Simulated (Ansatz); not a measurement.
Molecular dynamics of Al2GeH2O6

Input:

```yaml
crystal:
  lattice:
    - [2.759225, -4.308686, 0.0]
    - [2.759225, 4.308686, 0.0]
    - [-2.067693, 0.0, 9.008746]
  atoms:
    - { symbol: Al, position: [0.32980949, 0.59419171, 0.09128121] }
    - { symbol: Al, position: [0.45232238, 0.738905, 0.42824735] }
    - { symbol: Al, position: [0.70218147, 0.41393383, 0.91389306] }
    - { symbol: Al, position: [0.61287706, 0.34179457, 0.58785111] }
    - { symbol: Ge, position: [0.75099673, 0.29707877, 0.24949486] }
    - { symbol: Ge, position: [0.3085559, 0.74780141, 0.76155734] }
    - { symbol: H, position: [0.2070536, 0.97802119, 0.06585893] }
    - { symbol: H, position: [0.16342926, 0.94806351, 0.38961736] }
    - { symbol: H, position: [0.84304301, 0.03906022, 0.98020915] }
    - { symbol: H, position: [1.00251431, 0.15245396, 0.56425178] }
    - { symbol: O, position: [0.69599838, 0.49239546, 0.41731578] }
    - { symbol: O, position: [0.52793234, 0.34241596, 0.09586562] }
    - { symbol: O, position: [0.34144946, 0.52197304, 0.59714274] }
    - { symbol: O, position: [0.48034122, 0.63452179, 0.91206071] }
    - { symbol: O, position: [0.14117932, 0.47325534, 0.27115215] }
    - { symbol: O, position: [0.58686961, 0.89932999, 0.24018715] }
    - { symbol: O, position: [0.93340956, 0.60804322, 0.74700487] }
    - { symbol: O, position: [0.47546762, 0.14144617, 0.75412976] }
    - { symbol: O, position: [0.07546524, 0.75398717, 0.06284229] }
    - { symbol: O, position: [0.3009805, 0.98329921, 0.48088368] }
    - { symbol: O, position: [0.92993181, 0.24695459, 0.98518573] }
    - { symbol: O, position: [0.78898914, 0.0937197, 0.53438744] }
basis:
  ecutwfc: 420.0
kpoints:
  mp_grid: { grid: [2, 2, 1] }
hamiltonian:
  xc: pbesol
scf:
  occupations: { method: fermi_dirac, width: 0.05 }
  lower_state_search: "off"
md:
  timestep: 0.5
  n_steps: 390
  ensemble: nvt_langevin
  temperature: 1440.0
  initial_velocities: maxwell_boltzmann
  seed: 229457
  friction: 0.01
```

Launched with:

```bash
$ ansatz run input.yaml --threads 1 --pin off --max-ram 3072MiB --backend cpu --events-out ev --progress --plain --runs-dir out
```

It goes on from the last frame of an earlier run, with new velocities.

Output, in part (step lines):

```
md step     0: t =     0.00 fs  T =  1374.5 K  F+E_penalty+E_count = -17412.80836128 eV  E_kin = 3.908822 eV  (10 SCF iters)
md step     1: t =     0.50 fs  T =  1358.5 K  F+E_penalty+E_count = -17412.77260117 eV  E_kin = 3.863085 eV  (8 SCF iters)
md step     2: t =     1.00 fs  T =  1325.4 K  F+E_penalty+E_count = -17412.70340425 eV  E_kin = 3.769052 eV  (8 SCF iters)
md step     3: t =     1.50 fs  T =  1282.0 K  F+E_penalty+E_count = -17412.63453150 eV  E_kin = 3.645725 eV  (8 SCF iters)
md step     4: t =     2.00 fs  T =  1228.6 K  F+E_penalty+E_count = -17412.61246538 eV  E_kin = 3.493890 eV  (8 SCF iters)
md step     5: t =     2.50 fs  T =  1220.2 K  F+E_penalty+E_count = -17412.64367379 eV  E_kin = 3.469779 eV  (6 SCF iters)
md step     6: t =     3.00 fs  T =  1222.1 K  F+E_penalty+E_count = -17412.69761372 eV  E_kin = 3.475399 eV  (6 SCF iters)
md step     7: t =     3.50 fs  T =  1205.5 K  F+E_penalty+E_count = -17412.72976192 eV  E_kin = 3.428124 eV  (6 SCF iters)
[... lines left out ...]
md step   390: t =   195.00 fs  T =  1147.9 K  F+E_penalty+E_count = -17411.05052768 eV  E_kin = 3.264429 eV  (8 SCF iters)
```

The steps, from the saved trajectory:

```tsv
time (fs)	T (K)	potential energy less start (eV)
0.0	1375	0.000
6.5	1158	0.450
13.0	995	0.706
19.5	874	1.150
26.0	990	1.246
32.5	974	1.579
39.0	867	2.166
45.5	1170	1.611
52.0	1163	1.867
58.5	1444	1.448
65.0	1226	2.013
71.5	1211	2.494
78.0	1263	2.409
84.5	1431	2.125
91.0	1212	2.959
97.5	1441	2.269
104.0	1593	1.388
110.5	1513	1.709
117.0	1268	2.187
123.5	1391	1.701
130.0	1401	1.037
136.5	1352	0.989
143.0	1397	1.026
149.5	1169	1.411
156.0	1165	1.771
162.5	1144	2.331
169.0	978	2.537
175.5	1159	1.740
182.0	1358	1.269
188.5	1067	1.908
195.0	1148	1.758
```

The run went to its last step. The mean temperature of the second half is 11 % below the set value. A run of 0.2 ps of so small a system gives no equilibrium averages. Limits of this set-up: coarse k mesh.

Mean squared displacements from the first frame to the last, about the centre of mass: Al 0.07 Å², Ge 0.04 Å², H 0.66 Å², O 0.10 Å².

Last frame:

```xyz
22
Lattice="2.7592 -4.3087 0.0000 2.7592 4.3087 0.0000 -2.0677 0.0000 9.0087" Properties=species:S:1:pos:R:3
Al 2.326 1.436 0.848
Al 2.078 1.603 3.799
Al 1.436 -1.143 8.365
Al 1.196 -0.988 5.510
Ge 2.248 -1.735 2.383
Ge 1.349 1.834 7.012
H 2.512 4.058 0.412
H 1.403 3.950 3.835
H 1.071 -3.216 8.217
H 1.633 -3.541 5.040
O 2.187 -0.609 3.768
O 2.289 -0.523 0.970
O 1.037 0.916 5.568
O 1.393 0.901 8.406
O 0.867 1.565 2.393
O 3.428 1.793 2.192
O 2.423 -1.464 6.866
O -0.013 -1.315 7.002
O 2.287 3.139 0.251
O 2.059 3.495 4.305
O 1.420 -2.926 9.087
O 0.956 -2.841 5.001
```

Run time: 23 min on 1 thread of Arm Neoverse V1 (shared host), peak memory 0.52 GiB.
